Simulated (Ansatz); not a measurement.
**Pb+ (doublet): energies up the ladder**

Aim: energies up the ladder, for Pb+ (doublet), with the cost of each level. Charge +1. Spin multiplicity 2.

Computed with Ansatz 0.2.0 (the levels named in each step, unless a step's input says otherwise).

## 1. The structure to begin with

Coordinates:

```xyz
1

Pb    0.0000    0.0000    0.0000
```

## 2. Single point, PBE0/def2-TZVPP

File input.yaml:

```yaml
crystal:
  periodic: [false, false, false]
  atoms:
    - { symbol: Pb, position_ang: [0.0, 0.0, 0.0] }
magnetization:
  spin_polarized: true
  initial_magnetization: 1
total_charge: 1
basis:
  gaussian: { orbitals: def2-TZVPP }
hamiltonian:
  xc: pbe0
```

On the command line:

```bash
> ansatz run input.yaml --threads 1 --pin off --max-ram 2560MiB --backend cpu --events-out ev --progress --plain --runs-dir out
```

After this run come: Single point, PBE/def2-TZVPP; Single point, r2SCAN/def2-TZVPP; Single point, B3LYP/def2-TZVPP; Single point, wB97M-V/def2-TZVPP; Single point, B2PLYP/def2-TZVPP; Single point, LDA/def2-TZVPP; Single point, PBE0/def2-SVP; Single point, PBE/def2-SVP.

Q: Predict the outcome of this session. Wanted: energy at PBE/def2-SVP.

As calculated:

| quantity | value |
| --- | --- |
| energy at PBE/def2-SVP | -5240.994 eV |

In words: These totals serve in differences with atoms or fragments at the same level; alone they don't rank the methods. Heavy atoms carry effective core potentials in def2 sets, and spin-orbit coupling is left out.
